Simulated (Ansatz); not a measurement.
# C7H9N: small, medium and large basis sets

Aim: see how fast density functionals converge with the basis set for C7H9N.

The runs use Ansatz 0.2.0, Gaussian basis; one geometry, several basis sets.

The runs, in order: PBE0-D4/def2-SVP; ωB97M-V/def2-SVP; PBE0-D4/def2-QZVPP; ωB97M-V/def2-QZVPP; the functionals' def2-TZVPP values are taken from earlier runs.

## Step 1: The geometry

An earlier PBE0-D4 in a triple-zeta def2 set relaxation fixed the geometry.

SMILES `Cc1ccc(C)nc1`, 17 atoms, charge 0, spin multiplicity 1.

Atoms are counted from 1 here; the program's logs count them from 0.

Bond lengths: C1–C2 1.496 Å, C1–H9 1.093 Å, C1–H10 1.093 Å, C1–H11 1.091 Å, C2–C3 1.389 Å, C2–C8 1.391 Å, C3–C4 1.382 Å, C3–H12 1.086 Å, C4–C5 1.392 Å, C4–H13 1.084 Å, C5–C6 1.496 Å, C5–N7 1.332 Å, C6–H14 1.092 Å, C6–H15 1.092 Å, C6–H16 1.091 Å, N7–C8 1.326 Å, C8–H17 1.089 Å. Angles: C2–C1–H9 111.3°, C2–C1–H10 111.3°, C2–C1–H11 111.1°, H9–C1–H10 107.3°, H9–C1–H11 107.8°, H10–C1–H11 107.8°, C1–C2–C3 122.3°, C1–C2–C8 121.5°, C3–C2–C8 116.2°, C2–C3–C4 119.7°, C2–C3–H12 120.1°, C4–C3–H12 120.1°, C3–C4–C5 119.4°, C3–C4–H13 120.6°, C5–C4–H13 120.0°, C4–C5–C6 121.8°, C4–C5–N7 121.4°, C6–C5–N7 116.8° and more.

## Step 2: PBE0-D4 in def2-SVP

Input file in.yaml:

```yaml
crystal:
  periodic: [false, false, false]
  atoms:
    - {symbol: C, position_ang: [1.625459, -2.298341, 0.146169]}
    - {symbol: C, position_ang: [0.749712, -1.087792, 0.076540]}
    - {symbol: C, position_ang: [1.195617, 0.120966, -0.443070]}
    - {symbol: C, position_ang: [0.341403, 1.206934, -0.483247]}
    - {symbol: C, position_ang: [-0.957448, 1.072397, -0.000542]}
    - {symbol: C, position_ang: [-1.927076, 2.210958, -0.017722]}
    - {symbol: N, position_ang: [-1.395533, -0.081193, 0.499857]}
    - {symbol: C, position_ang: [-0.564177, -1.113262, 0.531445]}
    - {symbol: H, position_ang: [1.958980, -2.605471, -0.848804]}
    - {symbol: H, position_ang: [2.520769, -2.107628, 0.743990]}
    - {symbol: H, position_ang: [1.096278, -3.140136, 0.595646]}
    - {symbol: H, position_ang: [2.211351, 0.212154, -0.816075]}
    - {symbol: H, position_ang: [0.674903, 2.156575, -0.885665]}
    - {symbol: H, position_ang: [-2.810344, 1.945595, -0.603354]}
    - {symbol: H, position_ang: [-2.270042, 2.429826, 0.996164]}
    - {symbol: H, position_ang: [-1.483691, 3.113074, -0.440696]}
    - {symbol: H, position_ang: [-0.966159, -2.034657, 0.949373]}
basis:
  gaussian: {orbitals: def2-SVP}
hamiltonian: {xc: pbe0, dispersion: d4}
output: {orbitals: {seedname: orbitals}}
```

Run with:

```console
ansatz run in.yaml --threads 2 --pin off --events-out ev --progress --plain --max-ram 31744MiB --backend cpu
```

After this run come: ωB97M-V in def2-SVP; PBE0-D4 in def2-QZVPP; ωB97M-V in def2-QZVPP.

Q: Predict the results of all the runs planned. Wanted: PBE0-D4: double and triple zeta above quadruple; ωB97M-V: double and triple zeta above quadruple.

The runs gave:

| quantity | value |
| --- | --- |
| PBE0-D4: double and triple zeta above quadruple | 9.99, 0.47 eV |
| ωB97M-V: double and triple zeta above quadruple | 10.41, 0.44 eV |

What this shows: For PBE0-D4 the step from double to triple zeta gains 9.52 eV and the next only 0.47 eV. Total energies overstate the basis error of differences, where much of it tends to cancel.
